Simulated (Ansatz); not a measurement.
Crystal: HPbNO4.

```
H Pb N O
1.0
     4.12040   -0.00081   -0.01120
     0.00404    6.42722    0.05360
     0.02791    3.20707    7.74994
H Pb N O
2 2 2 8
Direct
  0.90366 0.21821 0.48851
  0.40337 0.78177 0.51142
  0.39455 0.30863 0.70725
  0.89489 0.69135 0.29266
  0.63409 0.19990 0.20730
  0.13386 0.80012 0.79275
  0.90829 0.32866 0.54369
  0.53792 0.39076 0.19497
  0.53483 0.11279 0.10602
  0.83718 0.08887 0.32672
  0.40817 0.67132 0.45624
  0.03774 0.60924 0.80520
  0.03429 0.88737 0.89397
  0.33716 0.91101 0.67330
```

The cell was built by a generator and needn't be a form met in nature.

```yaml
Program: Ansatz 0.2.0
Task: relaxation of cell and atoms
Functional: r2SCAN
Dispersion: D4
Potentials_or_basis: Ansatz PAW
Cutoff: "500 eV (not typed: the program's choice for these potentials)"
k_mesh: 5 × 4 × 3
Occupations: fermi-dirac, width 0.05 eV
Spin: no spin polarisation
```

At the start: volume 14.61 Å³/atom.

Task: Where does the relaxation end?

Result: It ends after 17 steps and the volume is 13.05 Å³/atom (-10.7 %); space group P2_1 (No. 4, to 0.05 Å).

Step by step:
```tsv
step	energy change (eV)	largest force (eV/Å)	volume (Å³)
1	0.0000	0.6595	204.53
2	-0.1245	0.4620	179.05
3	-0.1883	0.6189	186.99
4	-0.2107	0.0897	185.51
5	-0.2150	0.0895	184.25
6	-0.2156	0.1100	183.69
7	-0.2185	0.0496	183.15
8	-0.2191	0.0275	183.18
9	-0.2196	0.0371	183.10
10	-0.2199	0.0447	182.88
11	-0.2202	0.0563	182.81
12	-0.2204	0.0443	182.70
13	-0.2206	0.0081	182.61
14	-0.2088	0.0081	182.61
15	-0.2087	0.0129	182.74
16	-0.2088	0.0074	182.72
17	-0.2088	0.0074	182.72
```

Final structure:
```
H Pb N O
1.0
     3.86425   -0.00155   -0.01107
     0.00297    6.28561    0.18536
     0.02552    3.29636    7.61996
H Pb N O
2 2 2 8
Direct
  0.93072 0.21335 0.48515
  0.43072 0.78666 0.51485
  0.42995 0.29837 0.71547
  0.93020 0.70163 0.28453
  0.61137 0.20812 0.21158
  0.11101 0.79188 0.78841
  0.93613 0.32560 0.53795
  0.50765 0.40056 0.20189
  0.49229 0.12174 0.11313
  0.84244 0.09496 0.32470
  0.43620 0.67440 0.46205
  0.00732 0.59942 0.79812
  0.99178 0.87826 0.88686
  0.34220 0.90505 0.67529
```

Caveat: the plane-wave basis is chosen anew once the cell has moved, so the energies of steps on either side of that aren't comparable; the PAW data sets come from PBE, with cores solved anew for the run's functional, which leaves a small shift of forces and pressure.
